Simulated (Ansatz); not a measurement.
BFHI, SMILES FBI, the interaction energy of a dimer with the counterpoise correction

Program: Ansatz 0.2.0 through its Python package.

Typed at the interpreter:
```pycon
>>> from dataclasses import dataclass
>>> import ansatz as az
>>> @dataclass
... class Settings:
...     basis: str = "def2-SVPD"
...     functional: str = "HF"
...
>>> opts = Settings()
>>> FIRST = [
...     ("F", (-0.2393, 0.9935, -1.0752)),
...     ("B", (-0.2468, 0.0569, -0.0267)),
...     ("I", (1.6541, -0.7738, 0.6056)),
...     ("H", (-1.168, -0.2765, 0.4964)),
... ]
>>> SECOND = [
...     ("F", (0.9914, 2.6686, 0.0562)),
...     ("B", (0.868, 4.0681, 0.0048)),
...     ("I", (-0.9393, 4.9576, 0.8083)),
...     ("H", (1.6434, 4.7409, -0.4189)),
... ]
>>> def energy(atoms, ghosts=()):
...     molecule = az.Crystal.molecule()
...     for symbol, xyz in atoms:
...         molecule = molecule.atom(symbol, xyz)
...     calc = (
...         molecule.calculation()
...         .basis(gaussian=opts.basis)
...         .functional(opts.functional)
...     )
...     deck = calc.input()
...     if ghosts:
...         deck = deck.set(az.key.basis.gaussian.ghost_atoms, [{"symbol": s, "position_ang": list(xyz)} for s, xyz in ghosts])
...     return az.Session.from_dict(deck).plan().execute().report["free_energy_ev"]
...
>>> # monomers in their own basis and in the basis of the dimer
>>> both = energy(FIRST + SECOND)
>>> alone = energy(FIRST) + energy(SECOND)
>>> ghosted = energy(FIRST, SECOND) + energy(SECOND, FIRST)
>>> print(f"dimer {both:.6f} eV")
dimer -22929.648131 eV
>>> print(f"interaction, uncorrected   {23.060548 * (both - alone):8.3f} kcal/mol")
interaction, uncorrected      3.755 kcal/mol
>>> print(f"interaction, counterpoise  {23.060548 * (both - ghosted):8.3f} kcal/mol")
interaction, counterpoise     4.558 kcal/mol
>>> print(f"basis-set superposition    {23.060548 * (alone - ghosted):8.3f} kcal/mol")
basis-set superposition       0.804 kcal/mol
```

Uncorrected it is 3.755 kcal/mol, with the counterpoise correction 4.558 kcal/mol; the difference, 0.803 kcal/mol, is the superposition error. In this basis both values are repulsive.

Notes:
- These settings explore the input space; basis and method may be short of convergence.
- The dimer is a generated trial pose of unrelaxed monomers, not a minimum, so the figure is no binding energy, and the basis set is small.
- def2 sets replace the cores of elements past krypton by effective core potentials.
- Hartree-Fock leaves correlation out, so bond, atomisation and ionisation energies come out well too low.
- This level lacks the dispersion part of the attraction (electrostatics and induction are there), which can decide the sign where the interaction is weak.
- Run time: 10 s on 1 thread of Arm Neoverse V2, on a shared host, peak memory 0.52 GiB.
